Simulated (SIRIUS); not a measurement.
A run of SIRIUS 7.12.0 is set up as follows.

sirius.json

```json
{
  "control": {
    "processing_unit": "cpu",
    "std_evp_solver_name": "lapack",
    "gen_evp_solver_name": "lapack",
    "verbosity": 2,
    "print_forces": true,
    "ortho_rf": true,
    "use_second_variation": true,
    "rmt_max": 3.0,
    "num_bands_to_print": 24,
    "save_wf": true
  },
  "parameters": {
    "electronic_structure_method": "full_potential_lapwlo",
    "xc_functionals": ["XC_GGA_X_PBE", "XC_GGA_C_PBE"],
    "core_relativity": "dirac",
    "valence_relativity": "koelling_harmon",
    "num_fv_states": 24,
    "smearing": "fermi_dirac",
    "smearing_width": 0.0018374661,
    "pw_cutoff": 20,
    "gk_cutoff": 3.41,
    "lmax_apw": 10,
    "lmax_rho": 8,
    "lmax_pot": 8,
    "num_mag_dims": 0,
    "auto_rmt": 0,
    "ngridk": [7, 7, 8],
    "shiftk": [0, 0, 0],
    "num_dft_iter": 80,
    "energy_tol": 1e-07,
    "density_tol": 1e-05,
    "use_symmetry": true
  },
  "settings": {"tol_ne": 1e-10},
  "iterative_solver": {"type": "exact"},
  "mixer": {"type": "anderson", "beta": 0.5, "max_history": 8},
  "unit_cell": {
    "lattice_vectors": [[7.9332698559, 0.0, 0.0], [-3.9666349279, 6.8704132302, 0.0], [0.0, 0.0, 6.249035166]],
    "atom_types": ["Al", "Sn"],
    "atom_files": {"Al": "Al.json", "Sn": "Sn.json"},
    "atoms": {"Al": [[0.0, 0.0, 0.0]], "Sn": [[0.3333333333, 0.6666666667, 0.5]]}
  }
}
```

File Al.json:

```json
{
  "name": "aluminium",
  "symbol": "Al",
  "number": 13,
  "mass": 26.9815386,
  "rmin": 1e-06,
  "rmt": 2.29,
  "nrmt": 800,
  "rinf": 20.43,
  "core": "1s",
  "valence": [
    {"basis": [{"enu": 0.01, "dme": 0, "n": 0, "auto": 0}, {"enu": 0.01, "dme": 1, "n": 0, "auto": 0}]},
    {"l": 0, "n": 1, "basis": [{"enu": 0.0673, "dme": 0, "n": 0, "auto": 0}]},
    {"l": 1, "n": 2, "basis": [{"enu": 0.11, "dme": 0, "n": 0, "auto": 0}]},
    {"l": 2, "n": 3, "basis": [{"enu": 0.11, "dme": 0, "n": 0, "auto": 0}]},
    {"l": 3, "n": 4, "basis": [{"enu": 0.11, "dme": 0, "n": 0, "auto": 0}]}
  ],
  "lo": [
    {
      "l": 0,
      "basis": [{"enu": 0.0673, "dme": 0, "n": 0, "auto": 0}, {"enu": 0.0673, "dme": 1, "n": 0, "auto": 0}]
    },
    {
      "l": 0,
      "basis": [{"enu": -3.735, "dme": 0, "n": 2, "auto": 1}, {"enu": -3.735, "dme": 1, "n": 2, "auto": 1}]
    },
    {
      "l": 0,
      "basis": [{"enu": -3.735, "dme": 1, "n": 2, "auto": 1}, {"enu": 0.0673, "dme": 0, "n": 0, "auto": 0}]
    },
    {
      "l": 0,
      "basis": [{"enu": 0.0673, "dme": 0, "n": 0, "auto": 0}, {"enu": 3.1184, "dme": 0, "n": 0, "auto": 0}]
    },
    {"l": 1, "basis": [{"enu": 0.11, "dme": 0, "n": 0, "auto": 0}, {"enu": 0.11, "dme": 1, "n": 0, "auto": 0}]},
    {
      "l": 1,
      "basis": [{"enu": -2.3497, "dme": 0, "n": 2, "auto": 1}, {"enu": -2.3497, "dme": 1, "n": 2, "auto": 1}]
    },
    {
      "l": 1,
      "basis": [{"enu": -2.3497, "dme": 1, "n": 2, "auto": 1}, {"enu": 0.11, "dme": 0, "n": 0, "auto": 0}]
    },
    {"l": 1, "basis": [{"enu": 0.11, "dme": 0, "n": 0, "auto": 0}, {"enu": 3.6187, "dme": 0, "n": 0, "auto": 0}]},
    {"l": 2, "basis": [{"enu": 0.11, "dme": 0, "n": 0, "auto": 0}, {"enu": 0.11, "dme": 1, "n": 0, "auto": 0}]},
    {"l": 2, "basis": [{"enu": 0.11, "dme": 1, "n": 0, "auto": 0}, {"enu": 0.11, "dme": 2, "n": 0, "auto": 0}]},
    {"l": 2, "basis": [{"enu": 0.11, "dme": 0, "n": 0, "auto": 0}, {"enu": 3.0848, "dme": 0, "n": 0, "auto": 0}]},
    {"l": 3, "basis": [{"enu": 0.11, "dme": 0, "n": 0, "auto": 0}, {"enu": 0.11, "dme": 1, "n": 0, "auto": 0}]}
  ],
  "free_atom": [... radial grid and density of the free atom, the start of the SCF ...]
}
```

Sn.json

```json
{
  "name": "tin",
  "symbol": "Sn",
  "number": 50,
  "mass": 118.71,
  "rmin": 1e-06,
  "rmt": 2.54,
  "nrmt": 800,
  "rinf": 17.22,
  "core": "1s2s2p3s3p3d",
  "valence": [
    {"basis": [{"enu": 0.01, "dme": 0, "n": 0, "auto": 0}, {"enu": 0.01, "dme": 1, "n": 0, "auto": 0}]},
    {"l": 0, "n": 1, "basis": [{"enu": 0.033, "dme": 0, "n": 0, "auto": 0}]},
    {"l": 1, "n": 2, "basis": [{"enu": 0.11, "dme": 0, "n": 0, "auto": 0}]},
    {"l": 2, "n": 3, "basis": [{"enu": 0.11, "dme": 0, "n": 0, "auto": 0}]},
    {"l": 3, "n": 4, "basis": [{"enu": 0.11, "dme": 0, "n": 0, "auto": 0}]}
  ],
  "lo": [
    {"l": 0, "basis": [{"enu": 0.033, "dme": 0, "n": 0, "auto": 0}, {"enu": 0.033, "dme": 1, "n": 0, "auto": 0}]},
    {
      "l": 0,
      "basis": [{"enu": -4.6445, "dme": 0, "n": 4, "auto": 1}, {"enu": -4.6445, "dme": 1, "n": 4, "auto": 1}]
    },
    {
      "l": 0,
      "basis": [{"enu": -4.6445, "dme": 1, "n": 4, "auto": 1}, {"enu": 0.033, "dme": 0, "n": 0, "auto": 0}]
    },
    {"l": 0, "basis": [{"enu": 0.033, "dme": 0, "n": 0, "auto": 0}, {"enu": 2.513, "dme": 0, "n": 0, "auto": 0}]},
    {"l": 1, "basis": [{"enu": 0.11, "dme": 0, "n": 0, "auto": 0}, {"enu": 0.11, "dme": 1, "n": 0, "auto": 0}]},
    {
      "l": 1,
      "basis": [{"enu": -3.0343, "dme": 0, "n": 4, "auto": 1}, {"enu": -3.0343, "dme": 1, "n": 4, "auto": 1}]
    },
    {
      "l": 1,
      "basis": [{"enu": -3.0343, "dme": 1, "n": 4, "auto": 1}, {"enu": 0.11, "dme": 0, "n": 0, "auto": 0}]
    },
    {"l": 1, "basis": [{"enu": 0.11, "dme": 0, "n": 0, "auto": 0}, {"enu": 2.962, "dme": 0, "n": 0, "auto": 0}]},
    {"l": 2, "basis": [{"enu": 0.11, "dme": 0, "n": 0, "auto": 0}, {"enu": 0.11, "dme": 1, "n": 0, "auto": 0}]},
    {
      "l": 2,
      "basis": [{"enu": -0.7016, "dme": 0, "n": 4, "auto": 1}, {"enu": -0.7016, "dme": 1, "n": 4, "auto": 1}]
    },
    {
      "l": 2,
      "basis": [{"enu": -0.7016, "dme": 1, "n": 4, "auto": 1}, {"enu": 0.11, "dme": 0, "n": 0, "auto": 0}]
    },
    {"l": 2, "basis": [{"enu": 0.11, "dme": 0, "n": 0, "auto": 0}, {"enu": 3.334, "dme": 0, "n": 0, "auto": 0}]},
    {"l": 3, "basis": [{"enu": 0.11, "dme": 0, "n": 0, "auto": 0}, {"enu": 0.11, "dme": 1, "n": 0, "auto": 0}]},
    {"l": 3, "basis": [{"enu": 0.11, "dme": 0, "n": 0, "auto": 0}, {"enu": 2.807, "dme": 0, "n": 0, "auto": 0}]}
  ],
  "free_atom": [... radial grid and density of the free atom, the start of the SCF ...]
}
```

Contents of sirius_start.json:

```json
{
  "control": {
    "processing_unit": "cpu",
    "std_evp_solver_name": "lapack",
    "gen_evp_solver_name": "lapack",
    "verbosity": 1,
    "print_forces": false,
    "ortho_rf": true,
    "use_second_variation": true,
    "rmt_max": 3.0,
    "num_bands_to_print": 24,
    "save_wf": false
  },
  "parameters": {
    "electronic_structure_method": "full_potential_lapwlo",
    "xc_functionals": ["XC_LDA_X", "XC_LDA_C_PW"],
    "core_relativity": "dirac",
    "valence_relativity": "koelling_harmon",
    "num_fv_states": 24,
    "smearing": "fermi_dirac",
    "smearing_width": 0.0055123983,
    "pw_cutoff": 20,
    "gk_cutoff": 2.72,
    "lmax_apw": 10,
    "lmax_rho": 8,
    "lmax_pot": 8,
    "num_mag_dims": 0,
    "auto_rmt": 0,
    "ngridk": [3, 3, 3],
    "shiftk": [0, 0, 0],
    "num_dft_iter": 30,
    "energy_tol": 0.01,
    "density_tol": 0.05,
    "use_symmetry": true
  },
  "settings": {"tol_ne": 1e-10},
  "iterative_solver": {"type": "exact"},
  "mixer": {"type": "anderson", "beta": 0.5, "max_history": 8},
  "unit_cell": {
    "lattice_vectors": [[7.9332698559, 0.0, 0.0], [-3.9666349279, 6.8704132302, 0.0], [0.0, 0.0, 6.249035166]],
    "atom_types": ["Al", "Sn"],
    "atom_files": {"Al": "Al.json", "Sn": "Sn.json"},
    "atoms": {"Al": [[0.0, 0.0, 0.0]], "Sn": [[0.3333333333, 0.6666666667, 0.5]]}
  }
}
```

Contents of sirius_bands.json:

```json
{
  "control": {
    "processing_unit": "cpu",
    "std_evp_solver_name": "lapack",
    "gen_evp_solver_name": "lapack",
    "verbosity": 2,
    "print_forces": true,
    "ortho_rf": true,
    "use_second_variation": true,
    "rmt_max": 3.0,
    "num_bands_to_print": 24,
    "save_wf": true
  },
  "parameters": {
    "electronic_structure_method": "full_potential_lapwlo",
    "xc_functionals": ["XC_GGA_X_PBE", "XC_GGA_C_PBE"],
    "core_relativity": "dirac",
    "valence_relativity": "koelling_harmon",
    "num_fv_states": 24,
    "smearing": "fermi_dirac",
    "smearing_width": 0.0018374661,
    "pw_cutoff": 20,
    "gk_cutoff": 3.41,
    "lmax_apw": 10,
    "lmax_rho": 8,
    "lmax_pot": 8,
    "num_mag_dims": 0,
    "auto_rmt": 0,
    "ngridk": [7, 7, 8],
    "shiftk": [0, 0, 0],
    "num_dft_iter": 80,
    "energy_tol": 1e-07,
    "density_tol": 1e-05,
    "use_symmetry": true
  },
  "settings": {"tol_ne": 1e-10},
  "iterative_solver": {"type": "exact"},
  "mixer": {"type": "anderson", "beta": 0.5, "max_history": 8},
  "unit_cell": {
    "lattice_vectors": [[7.9332698559, 0.0, 0.0], [-3.9666349279, 6.8704132302, 0.0], [0.0, 0.0, 6.249035166]],
    "atom_types": ["Al", "Sn"],
    "atom_files": {"Al": "Al.json", "Sn": "Sn.json"},
    "atoms": {"Al": [[0.0, 0.0, 0.0]], "Sn": [[0.3333333333, 0.6666666667, 0.5]]}
  },
  "kpoints_rel": {
    "G": [0.0, 0.0, 0.0],
    "A": [0.0, 0.0, 0.5],
    "H": [0.3333333333, 0.3333333333, 0.5],
    "K": [0.3333333333, 0.3333333333, 0.0],
    "L": [0.5, 0.0, 0.5],
    "M": [0.5, 0.0, 0.0]
  },
  "kpoints_path": ["G", "M", "K", "G", "A", "L", "H", "A"]
}
```

Potentials or basis: all-electron FP-LAPW (Koelling-Harmon valence), apw+lo standard.

Run with:

```bash
$ OMP_NUM_THREADS=1 sirius.scf --input=sirius_start.json --output=start.json
$ OMP_NUM_THREADS=1 sirius.scf --input=sirius.json --output=output.json --task=1
$ OMP_NUM_THREADS=1 sirius.scf --input=sirius_bands.json --output=bands_out.json --task=2
```

Predict the band gap along the path.

none (metal or under the smearing width).

Levels at the corners of the path, in eV from the Fermi level:
```
point  band 13  band 14  band 15  band 16  band 17  band 18  band 19  band 20
    Γ   -21.25   -10.46    -0.23    -0.23     0.69     2.60     3.12     3.12
    M   -21.24    -8.63    -6.34    -1.84     0.59     4.42     6.48     7.14
    K   -21.25    -8.20    -6.34    -3.95     5.03     5.46     5.80     5.98
    Γ   -21.25   -10.46    -0.23    -0.23     0.69     2.60     3.12     3.12
    A   -21.19    -7.43    -6.22     2.71     2.71     3.57     3.57     3.77
    L   -21.18    -5.73    -4.23    -3.17    -2.35     1.19     2.37     3.70
    H   -21.18    -5.37    -3.62    -3.10    -2.61    -0.87     0.17     7.66
    A   -21.19    -7.43    -6.22     2.71     2.71     3.57     3.57     3.77
```

Caveat: spin-orbit coupling is left out, which moves the levels of the heavy elements.
